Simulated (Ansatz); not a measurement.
AlIn: band structure with PBE

Crystal: AlIn.

```xyz
2
Lattice="3.0541 0.0000 0.0000 -1.5271 2.6450 0.0000 0.0000 0.0000 5.8280" Properties=species:S:1:pos:R:3 pbc="T T T"
Al    0.0000    0.0000    0.0000
In    0.0000    0.0000    2.9140
```

The cell was built by a generator and needn't be a form met in nature.

```json
{
  "Program": "Ansatz 0.2.0",
  "Task": "band structure",
  "Functional": "PBE",
  "Potentials or basis": "SPMS NC",
  "Cutoff": "544 eV (not typed: the program's choice for these potentials)",
  "k mesh": "10 × 10 × 5",
  "Occupations": "fermi-dirac, width 0.05 eV",
  "Spin": "no spin polarisation",
  "Path": "[[\"G\", \"M\", \"K\", \"G\", \"A\", \"L\", \"H\", \"A\"], [\"L\", \"M\"], [\"K\", \"H\"]]",
  "Points for each segment of the path": "14"
}
```

* Pressure: -0.1 GPa
* Band gap on the k mesh: none (metal or under the smearing width)

Stress tensor (GPa, compression positive):
```
 0.28  0.00  0.00
 0.00  0.28  0.00
 0.00  0.00 -0.79
```

Levels at the corners of the path, in eV from the Fermi level:
```
point  band 4  band 5  band 6  band 7  band 8  band 9  band 10  band 11  band 12  band 13
    Γ  -14.41  -14.41   -9.57   -5.52   -3.90    7.57     9.27    10.16    10.16    11.92
    M  -14.46  -14.23   -4.17   -3.50   -0.50    0.15     0.20     3.50     5.92     7.93
    K  -14.60  -14.52   -2.87   -1.49   -1.49    1.16     1.55     1.55     1.97     5.11
    Γ  -14.41  -14.41   -9.57   -5.52   -3.90    7.57     9.27    10.16    10.16    11.92
    A  -14.41  -14.41   -8.83   -7.87    0.76    1.32    10.78    10.78    11.97    11.97
    L  -14.45  -14.23   -3.20   -3.04   -2.64   -2.18     5.27     5.78     6.47     6.81
    H  -14.60  -14.51   -1.98   -1.62   -0.54   -0.54    -0.30    -0.30     6.97     7.28
    A  -14.41  -14.41   -8.83   -7.87    0.76    1.32    10.78    10.78    11.97    11.97
    L  -14.45  -14.23   -3.20   -3.04   -2.64   -2.18     5.27     5.78     6.47     6.81
    M  -14.46  -14.23   -4.17   -3.50   -0.50    0.15     0.20     3.50     5.92     7.93
    K  -14.60  -14.52   -2.87   -1.49   -1.49    1.16     1.55     1.55     1.97     5.11
    H  -14.60  -14.51   -1.98   -1.62   -0.54   -0.54    -0.30    -0.30     6.97     7.28
```

It took 2.5 s on 2 threads of Arm Neoverse V1, on a shared host, peak memory 0.28 GiB.

Caveat: spin-orbit coupling is left out, which moves the levels of the heavy elements.
